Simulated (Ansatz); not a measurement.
# B2F3H: rigid torsion scan

The task is a rigid torsion scan, for B2F3H. SMILES: FBB(F)F.

Computed with Ansatz 0.2.0, driven from Python. The levels of theory stand in the script.

### Step 1. The structure

Bond lengths: F1–B2 1.398 Å, B2–B3 1.659 Å, B3–F4 1.473 Å, B3–F5 1.439 Å, B2–H6 1.165 Å. Angles: F1–B2–B3 120.6°, F1–B2–H6 118.7°, B3–B2–H6 120.7°, B2–B3–F4 120.2°, B2–B3–F5 121.2°, F4–B3–F5 118.2°.

The script holds or builds the structure itself.

### Step 2. Script

The input, b2f3h.py:

```python
"""Rigid torsion scan of B2F3H."""

from dataclasses import dataclass

import ansatz as az
from ase import Atoms


@dataclass(frozen=True)
class Settings:
    basis: str = "6-31G*"
    functional: str = "pbe0"
    force_tol: float = 0.02
    method: str = "mp2"


cfg = Settings()

atoms = Atoms(["F", "B", "B", "F", "F", "H"], positions=[
    [-0.7645, 1.0598, 1.4448],
    [-0.312, -0.0882, 0.7878],
    [0.259, -0.0017, -0.767],
    [0.8701, -1.1836, -1.3994],
    [0.3132, 1.2515, -1.4731],
    [-0.3238, -1.102, 1.3607],
])

# relax first, so that the scan starts from a minimum
first = (
    az.Crystal.molecule_from_ase(atoms).calculation()
    .basis(gaussian=cfg.basis)
    .functional(cfg.functional)
    .relax(force_tolerance=cfg.force_tol, max_steps=80)
)
atoms.positions = first.run().report["positions_ang"]

start = atoms.get_dihedral(0, 1, 2, 3)
energies = {}
for turn in range(0, 360, 30):
    turned = atoms.copy()
    turned.set_dihedral(0, 1, 2, 3, start + turn, indices=[2, 3, 4])
    model = (
        az.Crystal.molecule_from_ase(turned).calculation()
        .basis(gaussian=cfg.basis)
        .correlation(cfg.method)
    )
    energies[round((start + turn) % 360)] = model.run().report["free_energy_ev"]
floor = min(energies.values())
print("dihedral F0-B1-B2-F3 (deg)   E - E(min) (kJ/mol)")
for angle, e in sorted(energies.items()):
    print(f"{angle:8d} {96.485332 * (e - floor):14.3f}  " + "#" * int(30 * (e - floor) / max(max(energies.values()) - floor, 1e-9)))
```

### Step 3. What the engine is handed

The engine receives this input (first run):

```yaml
crystal:
  periodic: [false, false, false]
  atoms:
    - { symbol: F, position_ang: [-0.7645, 1.0598, 1.4448] }
    - { symbol: B, position_ang: [-0.312, -0.0882, 0.7878] }
    - { symbol: B, position_ang: [0.259, -0.0017, -0.767] }
    - { symbol: F, position_ang: [0.8701, -1.1836, -1.3994] }
    - { symbol: F, position_ang: [0.3132, 1.2515, -1.4731] }
    - { symbol: H, position_ang: [-0.3238, -1.102, 1.3607] }
basis:
  gaussian:
    orbitals: "6-31G*"
hamiltonian:
  xc: pbe0
relax:
  f_tol: 0.02
  max_steps: 80
```

### Step 4. The run

Started as:

```bash
$ python b2f3h.py
```

Q: Predict the main results. Wanted: range of energy; lowest point, turn.

**Answer**, as computed:

```
              quantity     value
         runs compared        12
       range of energy  0.019 eV
lowest point, turn (°)       270
```

**Reading.** The lowest point lies at a turn of 270°, the highest 0.019 eV (1.8 kJ/mol) above it at 180°. The grid can miss the true lowest and highest points, and the rest of the molecule is held rigid. Run 0: After 7 moves the largest shift is 0.161 Å, of atom 4 (F). The scan is rigid and the energies are electronic, in a modest basis. With rigid groups the curve can differ much from the relaxed path, the start wasn't checked as a minimum of this torsion, and equivalent turns needn't return to the same energy. The start is relaxed with a density functional and scanned with the wavefunction method, so it isn't exactly that method's minimum.
